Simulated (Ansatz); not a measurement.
The system is GaF.

```
Ga F
1.0
     3.16592    0.00000    0.00000
     0.00000    3.16592    0.00000
     0.00000    0.00000    3.16592
Ga F
1 1
Direct
  0.00000 0.00000 0.00000
  0.50000 0.50000 0.50000
```

The cell was built by a generator and needn't be a form met in nature.

Base run:

| Property | Result |
| --- | --- |
| Program | Ansatz 0.2.0 |
| Functional | r2SCAN0 form with a typed share of exact exchange |
| Potentials or basis | Ansatz PAW |
| Cutoff | 500 eV (not typed: the program's choice for these potentials) |
| k mesh | 5 × 5 × 5 |
| Occupations | fermi-dirac, width 0.05 eV |
| Spin | no spin polarisation |

Its results: band gap on the k mesh 3.24 eV, indirect (least direct gap 4.02 eV); pressure -1.9 GPa.

**Question.** After a change of settings the same cell gave: band gap on the k mesh 2.53 eV, indirect (least direct gap 3.08 eV); pressure -2.1 GPa. Which change was it?
A. share of exact exchange from 0.15 to 0
B. share of exact exchange from 0.15 to 0.1
C. functional from r2SCAN0 form with a typed share of exact exchange to r2SCAN0; share of exact exchange from 0.15 to 0.25
D. share of exact exchange from 0.15 to 0.5

**Answer.** A.

Caveats: odd divisions of the mesh miss points on the zone boundary, where band edges often lie, so the gap on the mesh can be too wide; the PAW data sets come from PBE, with cores solved anew for the run's functional, which leaves a small shift of forces and pressure; the thresholds are loose for stress (some runs).
